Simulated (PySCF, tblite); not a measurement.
# C₈H₁₃F: geometry, infrared bands, NMR shifts and electronic excitations

What infrared bands, NMR shifts and electronic excitations should C₈H₁₃F (`F[C@]12CCC[C@H]1CCC2`) show?

Computed with tblite 0.8.0 and PySCF 2.14.0, with density-fitted response routines of our own, on a single molecule in the gas phase. Atoms count from 0, in the outputs and in this text.

**1. The starting structure**

22 atoms, charge 0, multiplicity 1; geometry from: force field or distance geometry start.

Bonds of the start (Å): F0–C1 1.37, C1–C2 1.50, C2–C3 1.53, C3–C4 1.54, C4–C5 1.52, C5–C6 1.54, C6–C7 1.53, C7–C8 1.52, C5–C1 1.54, C8–C1 1.52, C2–H9 1.10, C2–H10 1.10, C3–H11 1.10, C3–H12 1.08, C4–H13 1.09, C4–H14 1.09, C5–H15 1.11, C6–H16 1.09, C6–H17 1.09, C7–H18 1.09, C7–H19 1.10, C8–H20 1.10, C8–H21 1.10.

**2. Geometry optimisation with GFN2-xTB**

The job: settings as JSON, then the geometry in Å.

```
{"job": {"kind": "relax", "xc": "GFN2-xTB", "basis": "xTB"}, "charge": 0, "multiplicity": 1}
F      0.465700     0.606100     2.142500
C      0.059300     0.525200     0.838400
C     -1.393300     0.900800     0.725800
C     -1.919900     0.009700    -0.398600
C     -1.219600    -1.326700    -0.112600
C      0.172800    -0.939200     0.368200
C      1.241800    -0.920200    -0.735600
C      2.082800     0.315500    -0.422600
C      1.030800     1.328300    -0.015200
H     -1.553600     1.963500     0.499900
H     -1.931500     0.688000     1.658600
H     -3.012200    -0.097700    -0.370000
H     -1.631600     0.396300    -1.360600
H     -1.745300    -1.856300     0.677400
H     -1.209800    -1.968600    -0.996300
H      0.495800    -1.597600     1.197300
H      1.845600    -1.833000    -0.725600
H      0.784600    -0.834200    -1.725200
H      2.661100     0.643500    -1.284000
H      2.769800     0.114100     0.409500
H      1.468700     2.172800     0.536400
H      0.527800     1.729100    -0.908800
```

Launch:

```sh
$ OMP_NUM_THREADS=1 python probes_run.py task.json out
```

This one command runs all jobs of the session in turn.

**Question.** This job is followed by: GFN2-xTB harmonic vibrations, gas phase; PBE0-D3(BJ)/def2-SVP geometry optimisation, gas phase; GIAO PBE0/pcSseg-1 NMR shielding, non-relativistic, gas phase; TDDFT wB97X-D/def2-SVPD, vertical, gas phase, core orbitals frozen in the response; GIAO wB97X-D/pcSseg-1 NMR shielding, non-relativistic, gas phase. What will the session give for the following? strongest single infrared mode (GFN2-xTB); zero-point energy (GFN2-xTB); point group; rotational constants (main isotopes); ¹³C shifts against TMS (PBE0/pcSseg-1, means over atoms taken as alike); ¹H shifts against TMS (PBE0/pcSseg-1, means over atoms taken as alike); ¹⁹F shifts against CFCl3 (PBE0/pcSseg-1); surface potential, 1st and 99th percentile; lowest singlet (wB97X-D/def2-SVPD); brightest single state of those computed; lowest triplet; vertical ionisation energy (ΔSCF); range of the shift of F0.

The runs gave:

| quantity | value |
| --- | --- |
| strongest single infrared mode (GFN2-xTB) | 3001 cm⁻¹, 114 km/mol |
| zero-point energy (GFN2-xTB) | 122.2 kcal/mol |
| point group | C1 |
| rotational constants (main isotopes) | 2.24, 1.73, 1.33 GHz |
| ¹³C shifts against TMS (PBE0/pcSseg-1, means over atoms taken as alike) | 112.3, 52.1, 41.6, 34.7, 27.3 ppm |
| ¹H shifts against TMS (PBE0/pcSseg-1, means over atoms taken as alike) | 2.22, 1.91, 1.90, 1.61, 1.44, 1.41, 1.03 ppm |
| ¹⁹F shifts against CFCl3 (PBE0/pcSseg-1) | -157.6 ppm |
| surface potential, 1st and 99th percentile | -1.19 V and 0.65 V |
| lowest singlet (wB97X-D/def2-SVPD) | 8.92 eV (139 nm), f = 0.003 |
| brightest single state of those computed | state 10, 9.57 eV, f = 0.042 |
| lowest triplet | 8.70 eV |
| vertical ionisation energy (ΔSCF) | 10.50 eV |
| range of the shift of F0 | -157.6 to -153.0 ppm |

In words: Over 44 steps the energy fell by 0.071 eV; of the close pairs, C1–C2 changed most, 1.505 to 1.530 Å (GFN2-xTB). No mode is imaginary among the 60: a minimum at this level. Unscaled tight-binding wavenumbers are off by several per cent, some by more. Its intensities can rank the bands wrongly. Over 4 steps the energy fell by 0.180 eV; of the close pairs, C8–H20 changed most, 1.063 to 1.099 Å (PBE0/def2-SVP). No frequency check was run at this level, so the end point may be a saddle. C1 (fully substituted sp3 carbon bonded to F) lies farthest downfield among carbon, at 112.3 ppm; deshielded by the electronegative neighbour. At PBE0/pcSseg-1: The largest span, 84 ppm, is at F0, where the paramagnetic term is -142 ppm. The first singlet state (HOMO→LUMO 0.42, HOMO→LUMO+2 0.23) lies at 8.92 eV and is weak; of the 10 states computed, the strongest absorption comes from states 9 to 10 together at 9.57 eV (the last computed, so partners may be missing). The lowest triplet lies 0.22 eV below the lowest singlet (triplets in Tamm-Dancoff, singlets in full TDDFT). The orbital energy would give 10.39 eV for ionisation, ΔSCF gives 10.50 eV. Across the 2 runs the shift of F0 moves most, between -157.6 (PBE0/pcSseg-1) and -153.0 ppm (wB97X-D/pcSseg-1).
